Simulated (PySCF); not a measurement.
# Solver options tried on KB

Do solver options change the result for KB, or only the number of cycles?

Program: PySCF 2.14.0. Level of theory: method and basis as typed in the scripts. These are calculated values, not measurements.

1 further run of the same task is left out (it didn't finish).

### 1 The starting structure

KB: 2 atoms, charge 0, spin multiplicity 1.

Bond lengths: K1–B2 2.760 Å.

### 2 The base run

File input.py:

```python
from pyscf import gto, scf, ci

mol = gto.M(
    atom='K 0 0 0; B 0 0 2.76',
    basis='ano-rcc-vdzp',
    charge=0,
    spin=0,
    verbose=4,
)
mf = scf.RHF(mol)
mf = mf.sfx2c1e()
mf.kernel()
ci.CISD(mf, frozen=6).kernel()
mf.dip_moment()
print('orbital energies (hartree):', mf.mo_energy[..., max(0, mol.nelec[1]-3):mol.nelec[0]+3].round(4))
```

Started as:

```console
$ OMP_NUM_THREADS=1 python input.py
```

The log of this run is left out.

It gives: E(SCF) = -625.951801 Eh, 11 cycles, E(CISD) − E(SCF) = -0.24876 Eh, μ = 6.46 D (of the SCF density).

The bond length is a typed value, not an optimised one.

### 3 Convergence threshold 1e-16 hartree

Variant 1 changes convergence threshold: default → 1e-16 hartree.

File input.py:

```python
from pyscf import gto, scf, ci

mol = gto.M(
    atom='K 0 0 0; B 0 0 2.76',
    basis='ano-rcc-vdzp',
    charge=0,
    spin=0,
    verbose=4,
)
mf = scf.RHF(mol)
mf = mf.sfx2c1e()
mf.conv_tol = 1e-16
mf.kernel()
ci.CISD(mf, frozen=6).kernel()
mf.dip_moment()
print('orbital energies (hartree):', mf.mo_energy[..., max(0, mol.nelec[1]-3):mol.nelec[0]+3].round(4))
```

Started as:

```console
$ OMP_NUM_THREADS=1 python input.py
```

### 4 Damping 0.2

Variant 2 changes damping: none → 0.2.

Changes to input.py since step 2:

```diff
@@ -11,2 +11,4 @@
 mf = mf.sfx2c1e()
+mf.damp = 0.2
+mf.diis_start_cycle = 8
 mf.kernel()
```

### 5 DIIS space 12

Variant 3 changes DIIS space: default → 12.

Changes to input.py since step 2:

```diff
@@ -11,2 +11,3 @@
 mf = mf.sfx2c1e()
+mf.diis_space = 12
 mf.kernel()
```

### 6 Convergence threshold 1e-13 hartree

Variant 4 changes convergence threshold: default → 1e-13 hartree.

Changes to input.py since step 2:

```diff
@@ -11,2 +11,3 @@
 mf = mf.sfx2c1e()
+mf.conv_tol = 1e-13
 mf.kernel()
```

### 7 DIIS space 2

Variant 5 changes DIIS space: default → 2.

Changes to input.py since step 2:

```diff
@@ -11,2 +11,3 @@
 mf = mf.sfx2c1e()
+mf.diis_space = 2
 mf.kernel()
```

**Question.** What will these runs give? Wanted: for each run, E(SCF); from base; gap; SCF dipole; after the SCF.

As calculated:

```tsv
run	E(SCF) (hartree)	from base (eV)	cycles	gap (eV)	SCF dipole (D)	after the SCF
base	-625.951801	0	11	4.73	6.46	CISD correlation -6.769 eV, core frozen
convergence threshold 1e-16 hartree	-625.951801	0.0000	18	4.73	6.46	CISD correlation -6.769 eV, core frozen
damping 0.2	-625.951801	0.0000	12	4.73	6.46	CISD correlation -6.769 eV, core frozen
DIIS space 12	-625.951801	0.0000	11	4.73	6.46	CISD correlation -6.769 eV, core frozen
convergence threshold 1e-13 hartree	-625.951801	0.0000	12	4.73	6.46	CISD correlation -6.769 eV, core frozen
DIIS space 2	-625.951801	0.0000	14	4.73	6.46	CISD correlation -6.769 eV, core frozen
```

Distance from each run's final energy (log10 hartree) by cycle:

```tsv
run	cycle 1	cycle 2	cycle 3	cycle 5	cycle 8	cycle 12
base	-0.8	-1.4	-2.1	-4.0	-7.3	done
convergence threshold 1e-16 hartree	-0.8	-1.4	-2.1	-4.0	-7.3	< -11
damping 0.2	-0.8	-1.6	-2.5	-3.4	-4.7	-10.2
DIIS space 12	-0.8	-1.4	-2.1	-4.0	-7.3	done
convergence threshold 1e-13 hartree	-0.8	-1.4	-2.1	-4.0	-7.3	< -11
DIIS space 2	-0.8	-1.4	-2.1	-3.8	-6.3	-8.5
```

In words: No change of the SCF energy comes from convergence threshold 1e-16 hartree or damping 0.2 or DIIS space 12 or convergence threshold 1e-13 hartree or DIIS space 2. The base needs 11 cycles and the run with DIIS space 2 needs 14.
